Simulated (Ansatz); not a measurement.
Crystal: CS2.

```
CELL_PARAMETERS angstrom
3.64579 -2.99431 0.00000
3.64579 2.99431 0.00000
0.00000 0.00000 9.85126
ATOMIC_POSITIONS crystal
S 0.18152 0.81848 0.88687
S 0.31848 0.68152 0.38687
S 0.68152 0.31848 0.61313
S 0.81848 0.18152 0.11313
C 0.50000 0.50000 0.50000
C 0.00000 0.00000 0.00000
```

The cell comes from a database or a generator and needn't be the stable form of this composition.

Base run:

| Quantity | Value |
| --- | --- |
| Program | Ansatz 0.2.0 |
| Functional | PBEsol |
| Potentials or basis | Ansatz PAW |
| Cutoff | 420 eV |
| Density cutoff | 1680 eV |
| k mesh | 6 × 6 × 3 |
| Occupations | fermi-dirac, width 0.05 eV |
| Spin | no spin polarisation |

Its results: band gap on the k mesh 3.41 eV, direct; pressure -0.1 GPa; largest force 0.085 eV/Å.

Q: After a change of settings the same cell gave: band gap on the k mesh 3.32 eV, direct; pressure -1.1 GPa; largest force 0.222 eV/Å. Which change was it?
A. functional from PBEsol to r2SCAN; cutoff from 420 eV to 500 eV; density cutoff from 1680 eV to 2000 eV
B. functional from PBEsol to LDA
C. functional from PBEsol to PBE
D. k mesh from 6 × 6 × 3 to 6 × 6 × 4; occupations from fermi-dirac, width 0.05 eV to fixed; potential files from those of the base run to others of the same set

A: B.

LDA binds more tightly than PBEsol, so the same cell stands under less pressure.

Caveats: the PAW data sets come from PBE, with cores solved anew for the run's functional, which leaves a small shift of forces and pressure.

Not every run made on this cell is shown here.
